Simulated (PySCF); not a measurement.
# C₆H₅F₃: NMR shifts and electronic excitations in gas and solvents

Aim: compute the NMR shifts and electronic excitations of C₆H₅F₃ (`C=C/C=C\C(F)=C(F)F`), and see what a dielectric continuum does where one was used.

The runs use PySCF 2.14.0, with density-fitted response routines of our own; the level of theory stands in each step. All values are computed, except where a source is named. Atoms are numbered from 0 throughout.

### Step 1. Starting geometry

14 atoms, charge 0, multiplicity 1; geometry from: GFN2-xTB.

Bonds of the start (Å): C0–C1 1.33, C1–C2 1.44, C2–C3 1.35, C3–C4 1.44, C4–F5 1.35, C4–C6 1.34, C6–F7 1.32, C6–F8 1.33, C0–H9 1.08, C0–H10 1.08, C1–H11 1.08, C2–H12 1.08, C3–H13 1.08.

### Step 2. Geometry optimisation at PBE0-D3(BJ)/def2-SVP

What the job is given:

```
{"job": {"xc": "PBE0", "basis": "def2-SVP", "d3": "d3bj", "grid": 1, "kind": "geom"}, "charge": 0, "multiplicity": 1}
C     -2.630796    -0.003848     1.136604
C     -1.344836     0.013803     0.787087
C     -0.927434    -0.051548    -0.588682
C      0.326485    -0.042676    -1.079348
C      1.569626     0.033847    -0.357313
F      1.573165     0.110456     0.988571
C      2.768836     0.033745    -0.956643
F      3.940708     0.101185    -0.343510
F      2.928891    -0.036169    -2.273950
H     -2.938749     0.044803     2.166397
H     -3.416797    -0.067369     0.401377
H     -0.585746     0.078017     1.550401
H     -1.733526    -0.115459    -1.308854
H      0.469495    -0.099259    -2.149282
```

The log of the run:

```text
step   0  E = -530.14744834  max force = 0.025431
step   1  E = -530.14871580  max force = 0.008165
step   2  E = -530.14840582  max force = 0.006907
step   3  E = -530.14916088  max force = 0.004614
step   4  E = -530.14923560  max force = 0.003635
step   5  E = -530.14939388  max force = 0.001317
step   6  E = -530.14945259  max force = 0.000846
step   7  E = -530.14947206  max force = 0.000626
step   8  E = -530.14947593  max force = 0.000684
step   9  E = -530.14948123  max force = 0.000222
optimisation converged
```

It took 1.9 min on 1 thread, shared host.

Relaxation path: (the energy doesn't fall at every step)

| step | energy from step 0 (eV) | largest force component (eV/Å) |
| --- | --- | --- |
| 0 | 0.0000 | 1.3077 |
| 1 | -0.0345 | 0.4199 |
| 2 | -0.0261 | 0.3552 |
| 3 | -0.0466 | 0.2373 |
| 4 | -0.0486 | 0.1869 |
| 5 | -0.0529 | 0.0677 |
| 6 | -0.0545 | 0.0435 |
| 7 | -0.0551 | 0.0322 |
| 8 | -0.0552 | 0.0352 |
| 9 | -0.0553 | 0.0114 |

Distances of close pairs at the start and the end, largest changes first:

| bond | before (Å) | after (Å) | change (Å) |
| --- | --- | --- | --- |
| C6–F7 | 1.324 | 1.304 | -0.020 |
| C6–F8 | 1.329 | 1.310 | -0.019 |
| C0–H10 | 1.078 | 1.095 | +0.017 |
| C0–H9 | 1.076 | 1.092 | +0.016 |
| C1–H11 | 1.078 | 1.092 | +0.014 |
| C2–H12 | 1.083 | 1.095 | +0.013 |
| C3–H13 | 1.081 | 1.093 | +0.012 |
| C4–F5 | 1.348 | 1.337 | -0.011 |

The next job starts from the end point, and lists it.

| at the end point | value |
| --- | --- |
| rotational constants (GHz, main isotopes) | 4.413, 0.766, 0.653 |
| dipole moment (D) | 1.18 |

### Step 3. Shielding tensors: PBE0/pcSseg-1 in benzene

What the job is given:

```
{"job": {"kind": "nmr", "xc": "PBE0", "basis": "pcSseg-1", "solvent": "benzene", "pop": true}, "charge": 0, "multiplicity": 1}
C     -2.690419     0.007207     1.050420
C     -1.384341     0.020121     0.739163
C     -0.906031    -0.066456    -0.626456
C      0.371153    -0.059487    -1.074797
C      1.587507     0.048044    -0.310981
F      1.528742     0.180750     1.018043
C      2.816231     0.028636    -0.857738
F      3.923657     0.138202    -0.177516
F      3.029151    -0.101161    -2.143359
H     -3.030072     0.070940     2.086569
H     -3.459941    -0.067625     0.275423
H     -0.642862     0.096220     1.537273
H     -1.684436    -0.150016    -1.392696
H      0.537112    -0.140717    -2.151600
```

Level: GIAO PBE0/pcSseg-1 NMR shielding, non-relativistic, IEF-PCM benzene.

The log of the run:

```text
coarse grid: 12880 points
cycle   1  E = -530.2860315669  dE =  1.475e+00  |g| = 7.953e-01  |ddm| = 3.609e+00
cycle   2  E = -530.0634820507  dE =  2.225e-01  |g| = 1.320e+00  |ddm| = 1.485e+00
cycle   3  E = -530.4117715419  dE = -3.483e-01  |g| = 1.133e-01  |ddm| = 1.022e+00
cycle   4  E = -530.4134065801  dE = -1.635e-03  |g| = 8.175e-02  |ddm| = 1.601e-01
cycle   5  E = -530.4148539168  dE = -1.447e-03  |g| = 1.331e-02  |ddm| = 6.988e-02
cycle   6  E = -530.4148891686  dE = -3.525e-05  |g| = 4.574e-03  |ddm| = 1.291e-02
cycle   7  E = -530.4148947406  dE = -5.572e-06  |g| = 1.135e-03  |ddm| = 4.823e-03
final grid: 128920 points
cycle   8  E = -530.4872422022  dE = -4.380e-05  |g| = 6.823e-03  |ddm| = 3.537e-02
cycle   9  E = -530.4872366982  dE =  5.504e-06  |g| = 8.887e-03  |ddm| = 1.249e-02
cycle  10  E = -530.4872531710  dE = -1.647e-05  |g| = 1.303e-03  |ddm| = 7.178e-03
cycle  11  E = -530.4872535090  dE = -3.380e-07  |g| = 3.028e-04  |ddm| = 1.120e-03
cycle  12  E = -530.4872535283  dE = -1.928e-08  |g| = 1.328e-04  |ddm| = 3.438e-04
cycle  13  E = -530.4872535320  dE = -3.749e-09  |g| = 2.390e-05  |ddm| = 1.121e-04
cycle  14  E = -530.4872535321  dE = -1.241e-10  |g| = 5.152e-06  |ddm| = 2.239e-05
converged SCF energy = -530.4872535321

GIAO shielding tensors (ppm)
atom      isotropic    diamagn.    paramagn.     s11        s22        s33       span
  0 C       53.940     253.175    -199.235    -54.667     60.636    155.850    210.517
  1 C       42.528     254.634    -212.106    -74.252     39.371    162.466    236.718
  2 C       47.743     253.189    -205.446    -45.636     43.930    144.934    190.569
  3 C       66.471     257.168    -190.697    -32.144     75.736    155.822    187.966
  4 C       47.000     247.659    -200.660     18.068     40.631     82.300     64.232
  5 F      369.746     476.208    -106.461    305.486    375.398    428.355    122.870
  6 C       21.597     251.687    -230.090    -35.070     39.694     60.168     95.237
  7 F      280.579     468.615    -188.036    256.540    278.937    306.259     49.718
  8 F      292.290     473.852    -181.561    279.364    296.150    301.357     21.994
  9 H       25.585      28.366      -2.781     23.066     24.689     28.999      5.932
 10 H       25.596      29.525      -3.929     22.498     25.035     29.255      6.757
 11 H       23.938      32.143      -8.206     20.423     20.906     30.484     10.061
 12 H       25.076      31.690      -6.614     22.858     23.739     28.632      5.773
 13 H       25.460      31.409      -5.950     21.964     25.069     29.346      7.382
```

Run time: 37 s. Hardware: 1 thread, shared host.

The references, computed at this level on geometries of the same kind, shield at (ppm): ¹H TMS 31.25, ¹³C TMS 184.9, ¹⁹F CFCl3 178.7. Their shielding less the atom's gives the shift. The references are single molecules in the same continuum, so shifts against H2O, NH3, PH3, H3PO4 or CFCl3 are not on the usual liquid scales and can be off by tens of ppm.

| atoms | environment | σ (ppm) | δ (ppm) |
| --- | --- | --- | --- |
| C6 | fully substituted alkene carbon | 21.6 | 163.3 |
| C1 | alkene CH | 42.5 | 142.3 |
| C4 | fully substituted alkene carbon | 47.0 | 137.9 |
| C2 | alkene CH | 47.7 | 137.1 |
| C0 | terminal =CH2 carbon | 53.9 | 130.9 |
| C3 | alkene CH | 66.5 | 118.4 |
| H11 | hydrogen on an alkene CH | 23.94 | 7.32 |
| H12 | hydrogen on an alkene CH | 25.08 | 6.18 |
| H13 | hydrogen on an alkene CH | 25.46 | 5.80 |
| H9 | hydrogen on a terminal =CH2 carbon | 25.58 | 5.67 |
| H10 | hydrogen on a terminal =CH2 carbon | 25.60 | 5.66 |
| F7 | vinylic fluorine | 280.6 | -101.8 |
| F8 | vinylic fluorine | 292.3 | -113.6 |
| F5 | vinylic fluorine | 369.7 | -191.0 |

Charges from the same density, by scheme (e):

| atoms | Mulliken | IAO | Hirshfeld | ESP fit |
| --- | --- | --- | --- | --- |
| C0 | -0.16 | -0.30 | -0.09 | -0.56 |
| C1 | -0.19 | -0.15 | -0.06 | 0.00 |
| C2 | -0.13 | -0.14 | -0.05 | -0.05 |
| C3 | -0.17 | -0.19 | -0.07 | -0.40 |
| C4 | 0.14 | 0.19 | 0.04 | 0.19 |
| F5 | -0.27 | -0.26 | -0.06 | -0.17 |
| C6 | 0.58 | 0.52 | 0.15 | 0.28 |
| F7 | -0.22 | -0.22 | -0.06 | -0.12 |
| F8 | -0.22 | -0.23 | -0.05 | -0.12 |

Mayer bond orders: C0–C1 1.87, C1–C2 1.12, C2–C3 1.79, C3–C4 1.05, C4–F5 0.94, C4–C6 1.66, C6–F7 1.02, C6–F8 1.03.

### Step 4. TDDFT and polarisability: CAM-B3LYP/def2-SVPD

Same as in step 3 but for these lines:

```diff
@@ -1,2 +1,2 @@
-{"job": {"kind": "nmr", "xc": "PBE0", "basis": "pcSseg-1", "solvent": "benzene", "pop": true}, "charge": 0, "multiplicity": 1}
+{"job": {"kind": "uv", "xc": "CAM-B3LYP", "basis": "def2-SVPD", "dynamic": true, "nstates": 6, "ntriplets": 0}, "charge": 0, "multiplicity": 1}
 C     -2.690419     0.007207     1.050420
```

Method: TDDFT CAM-B3LYP/def2-SVPD, vertical, gas phase, core orbitals frozen in the response.

The log of the run:

```text
coarse grid: 12880 points
cycle   1  E = -530.3026329225  dE =  1.591e+00  |g| = 8.173e-01  |ddm| = 9.262e+00
cycle   2  E = -530.2078529756  dE =  9.478e-02  |g| = 1.121e+00  |ddm| = 2.752e+00
cycle   3  E = -530.4461592056  dE = -2.383e-01  |g| = 7.647e-02  |ddm| = 1.806e+00
cycle   4  E = -530.4472423063  dE = -1.083e-03  |g| = 5.295e-02  |ddm| = 2.396e-01
cycle   5  E = -530.4478521561  dE = -6.098e-04  |g| = 1.242e-02  |ddm| = 1.129e-01
cycle   6  E = -530.4478941669  dE = -4.201e-05  |g| = 4.011e-03  |ddm| = 2.424e-02
cycle   7  E = -530.4479006477  dE = -6.481e-06  |g| = 9.981e-04  |ddm| = 1.442e-02
final grid: 128920 points
cycle   8  E = -530.5313973919  dE = -3.775e-05  |g| = 4.587e-03  |ddm| = 1.717e-01
cycle   9  E = -530.5313965702  dE =  8.216e-07  |g| = 5.351e-03  |ddm| = 2.401e-02
cycle  10  E = -530.5314016320  dE = -5.062e-06  |g| = 4.695e-04  |ddm| = 7.871e-03
cycle  11  E = -530.5314016768  dE = -4.471e-08  |g| = 1.721e-04  |ddm| = 1.176e-03
cycle  12  E = -530.5314016845  dE = -7.758e-09  |g| = 6.314e-05  |ddm| = 5.347e-04
cycle  13  E = -530.5314016856  dE = -1.087e-09  |g| = 1.411e-05  |ddm| = 1.557e-04
cycle  14  E = -530.5314016857  dE = -8.208e-11  |g| = 4.132e-06  |ddm| = 4.356e-05
converged SCF energy = -530.5314016857

Static polarisability (au): isotropic 91.554, principal 47.563 66.662 160.437

Singlet excitations
state   eV       nm        f      main configurations
  1   4.8779    254.2   1.00728   H->L 0.99
  2   5.8148    213.2   0.00062   H->L+1 0.88
  3   6.3236    196.1   0.01684   H-1->L 0.68, H->L+3 0.29
  4   6.6702    185.9   0.00290   H->L+4 0.46, H->L+2 0.43
  5   6.7043    184.9   0.00268   H->L+2 0.38, H->L+4 0.34, H->L+5 0.12
  6   6.8654    180.6   0.02638   H->L+3 0.65, H-1->L 0.29
```

It took 80 s on 1 thread, shared host.

Frontier orbitals and where they lie:

```
orbital      eV                        atoms
 HOMO−3  -11.43    C2 25 %, C3 22 %, C1 17 %
 HOMO−2  -11.41    C1 22 %, C2 16 %, C0 12 %
 HOMO−1   -9.75    C1 19 %, C4 18 %, C0 17 %
   HOMO   -7.61    C2 16 %, C0 16 %, C3 15 %
   LUMO   -0.66    C0 18 %, C3 18 %, C2 17 %
 LUMO+1    1.08    C6 31 %, C4 13 %, C3 12 %
 LUMO+2    1.70  C0 31 %, H10 15 %, H12 10 %
```

With each of the 6 states as a Gaussian band of 0.4 eV half-width at 1/e, the curve within the window shown has maxima at 254 nm (ε 41,000), 183 nm (ε 1,400) L/(mol cm). Beyond the last state computed it falls off for lack of states. The curve at chosen wavelengths:

nm, ε (L/mol/cm) and a bar:
```
      173        671 
      178       1197 #
      182       1408 #
      187       1355 #
      192       1150 #
      196        958 
      201        691 
      205        483 
      210        315 
      215        419 
      219        953 
      224       2792 ##
      229       6807 #####
      233      11996 #########
      238      20582 ###############
      243      29835 ######################
      247      36016 ###########################
      252      40349 ##############################
      257      40043 ##############################
      261      36808 ###########################
      266      30354 #######################
      270      24423 ##################
      275      17342 #############
      280      11478 ########
      284       7886 ######
      289       4690 ###
```

Ground-state properties from the same run:

```
           property  computed
  dipole moment (D)      1.55
polarisability (Å³)     13.57
 HOMO–LUMO gap (eV)      6.95
      −ε(HOMO) (eV)      7.61
C6 with itself (au)      2708
```

### Step 5. Excited states and response: CAM-B3LYP/def2-SVPD in benzene

Same as in step 4 but for these lines:

```diff
@@ -1,2 +1,2 @@
-{"job": {"kind": "uv", "xc": "CAM-B3LYP", "basis": "def2-SVPD", "dynamic": true, "nstates": 6, "ntriplets": 0}, "charge": 0, "multiplicity": 1}
+{"job": {"kind": "uv", "xc": "CAM-B3LYP", "basis": "def2-SVPD", "solvent": "benzene", "nstates": 6, "ntriplets": 0}, "charge": 0, "multiplicity": 1}
 C     -2.690419     0.007207     1.050420
```

Method: TDDFT CAM-B3LYP/def2-SVPD, vertical, IEF-PCM benzene (non-equilibrium linear response), core orbitals frozen in the response.

The log of the run:

```text
coarse grid: 12880 points
cycle   1  E = -530.3092075903  dE =  1.585e+00  |g| = 8.049e-01  |ddm| = 9.306e+00
cycle   2  E = -530.2393178775  dE =  6.989e-02  |g| = 1.065e+00  |ddm| = 2.638e+00
cycle   3  E = -530.4482282818  dE = -2.089e-01  |g| = 7.139e-02  |ddm| = 1.671e+00
cycle   4  E = -530.4492563063  dE = -1.028e-03  |g| = 4.372e-02  |ddm| = 2.115e-01
cycle   5  E = -530.4496803722  dE = -4.241e-04  |g| = 1.184e-02  |ddm| = 9.409e-02
cycle   6  E = -530.4497182078  dE = -3.784e-05  |g| = 3.952e-03  |ddm| = 2.365e-02
cycle   7  E = -530.4497244844  dE = -6.277e-06  |g| = 9.406e-04  |ddm| = 1.405e-02
final grid: 128920 points
cycle   8  E = -530.5332093735  dE = -3.785e-05  |g| = 4.597e-03  |ddm| = 1.731e-01
cycle   9  E = -530.5332088723  dE =  5.013e-07  |g| = 5.237e-03  |ddm| = 2.250e-02
cycle  10  E = -530.5332136036  dE = -4.731e-06  |g| = 4.418e-04  |ddm| = 7.060e-03
cycle  11  E = -530.5332136424  dE = -3.879e-08  |g| = 1.607e-04  |ddm| = 1.103e-03
cycle  12  E = -530.5332136492  dE = -6.843e-09  |g| = 5.201e-05  |ddm| = 5.045e-04
cycle  13  E = -530.5332136500  dE = -7.574e-10  |g| = 1.503e-05  |ddm| = 1.400e-04
converged SCF energy = -530.5332136500

Static polarisability (au): isotropic 106.177, principal 53.285 75.329 189.917

Singlet excitations
state   eV       nm        f      main configurations
  1   4.6135    268.7   1.15923   H->L 0.99
  2   5.7896    214.1   0.00091   H->L+1 0.87
  3   6.3159    196.3   0.01423   H-1->L 0.74, H->L+3 0.24
  4   6.6783    185.7   0.00576   H->L+4 0.42, H->L+2 0.28
  5   6.7045    184.9   0.02262   H->L+3 0.52, H->L+2 0.22, H-1->L 0.16
  6   6.7115    184.7   0.00918   H->L+4 0.41, H->L+2 0.29, H->L+3 0.15
```

It took 58 s on 1 thread, shared host.

This run: HOMO -7.54 eV, LUMO -0.58 eV; lowest singlet 4.61 eV.

### Step 6. Side by side: electronic excitations

Excitations and ground-state properties, with basis size and wall time:

```csv
run,lowest singlet (eV),brightest (eV),f,gap (eV),α (Å³),μ (D),functions,time
CAM-B3LYP/def2-SVPD,4.88,4.88,1.007,6.95,13.57,1.55,229,80 s
CAM-B3LYP/def2-SVPD in benzene,4.61,4.61,1.159,6.96,15.73,1.74,229,58 s
```

### Step 7. Outcome

| quantity | value |
| --- | --- |
| rotational constants (main isotopes) | 4.41, 0.77, 0.65 GHz |
| ¹³C shifts against TMS (PBE0/pcSseg-1, benzene) | 163.3, 142.3, 137.9, 137.1, 130.9, 118.4 ppm |
| ¹H shifts against TMS (PBE0/pcSseg-1, benzene) | 7.32, 6.18, 5.80, 5.67, 5.66 ppm |
| ¹⁹F shifts against CFCl3 (PBE0/pcSseg-1, benzene) | -101.8, -113.6, -191.0 ppm |
| lowest singlet (CAM-B3LYP/def2-SVPD) | 4.88 eV (254 nm), f = 1.007 |
| range of the lowest singlet | 4.61 to 4.88 eV |

What this shows: The optimisation took 9 steps and gained 0.055 eV; among the close pairs (by a distance rule), C6–F7 changed most, from 1.324 to 1.304 Å. At PBE0/pcSseg-1: The largest span, 237 ppm, is at C1, where the paramagnetic term is -212 ppm. The lowest singlet, at 4.88 eV, is HOMO→LUMO 0.99 and is bright. The lowest singlet runs from 4.61 eV (CAM-B3LYP/def2-SVPD in benzene) to 4.88 eV (CAM-B3LYP/def2-SVPD), while the orbital gap spans 6.95 to 6.96 eV. The lowest state need not be the same one in every run.
